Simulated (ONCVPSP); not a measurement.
# Cobalt: generating and testing an ONCV potential

Task: generate the file, and judge it by its errors in other configurations, its logarithmic derivatives, its ghosts and its cutoff.

Method: ONCVPSP 4.0.1.1 (patched build), PBEsol, scalar-relativistic.

## 1. Settings

Typed settings, in words:

```
element                 : cobalt (Co, Z = 27)
type                    : optimised norm-conserving Vanderbilt (ONCV)
frozen core             : [Ne]
valence charge          : 17
reference configuration : 3s2 3p6 3d7 4s2
partial waves           : 3s+4s: rc 1.20 bohr, ncon 3, nbas 6, qcut 8.8 1/bohr, 2 projectors; 3p: rc 1.15 bohr, ncon 3, nbas 7, qcut 12.8 1/bohr, 2 projectors, debl 1 Ha; 3d: rc 1.15 bohr, ncon 3, nbas 8, qcut 16.4 1/bohr, 2 projectors, debl 0.6 Ha
local potential         : polynomial inside 1.15 bohr (lpopt 5, dvloc0 0 Ha)
core correction         : Teter function, fcfact 5.25, rcfact 1.2
```

## 2. Generating the potential

Input file Co.dat:

```
# ATOM AND REFERENCE CONFIGURATION
# atsym  z   nc   nv     iexc    psfile
  Co 27.00    3    4  -116133      upf
#
#   n    l    f
    1    0    2.00
    2    0    2.00
    2    1    6.00
    3    0    2.00
    3    1    6.00
    3    2    7.00
    4    0    2.00
#
# PSEUDOPOTENTIAL AND OPTIMIZATION
# lmax
    2
#
#   l,   rc,      ep,       ncon, nbas, qcut
    0    1.20    0.00    3    6    8.80
    1    1.15    0.00    3    7   12.80
    2    1.15    0.00    3    8   16.40
#
# LOCAL POTENTIAL
# lloc, lpopt,  rc(5),   dvloc0
    4    5    1.15    0.00
#
# VANDERBILT-KLEINMAN-BYLANDER PROJECTORs
# l, nproj, debl
    0    2    2.30
    1    2    1.00
    2    2    0.60
#
# MODEL CORE CHARGE
# icmod, fcfact, rcfact
    3    5.25    1.20
#
# LOG DERIVATIVE ANALYSIS
# epsh1, epsh2, depsh
   -5.00    5.00    0.04
#
# OUTPUT GRID
# rlmax, drl
    6.00    0.01
#
# TEST CONFIGURATIONS
# ncnf
    4
# nvcnf
#   n    l    f
    4
    3    0    2.00
    3    1    6.00
    3    2    7.00
    4    0    1.00
#
    4
    3    0    2.00
    3    1    6.00
    3    2    7.00
    4    0    0.00
#
    4
    3    0    2.00
    3    1    6.00
    3    2    6.00
    4    0    0.00
#
    4
    3    0    2.00
    3    1    6.00
    3    2    8.00
    4    0    0.00
#
```

Command:

```sh
$ oncvpsp.x < Co.dat > Co.out
```

What does the calculation give? Wanted: cutoffs for 1 and 0.1 mHa per electron, occupied waves; bound ghosts; GHOST(+) flags; largest test error; largest phase difference near zero energy, channels read; rms error of d²Exc/dn², without and with the model core; projector energies reset by the program.

**Answer**, as computed:

| quantity | value |
| --- | --- |
| cutoffs for 1 and 0.1 mHa per electron, occupied waves | 86 Ha and 99 Ha |
| bound ghosts | none found |
| GHOST(+) flags | none at low energy |
| largest test error (AE − PS) | +7.0 meV, for 3s2 3p6 3d8 4s0 |
| largest phase difference near zero energy, channels read | 0.000 rad |
| rms error of d²Exc/dn², without and with the model core | 2.44 and 1.26 mHa |
| projector energies reset by the program | p: -2.407, 0.250 Ha |

**Reading.** By total energies transferability is good: the largest error is 7.0 meV on 6.4 eV, for 3s2 3p6 3d8 4s0. By its cutoff, 86 Ha for the looser tolerance, it is very hard. At the looser tolerance the 3d wave is the slowest; 3p needs 38 Ha. It is free of bound ghosts as far as tested. Near zero energy the phases of the channels with partial waves agree within 0.001 rad.
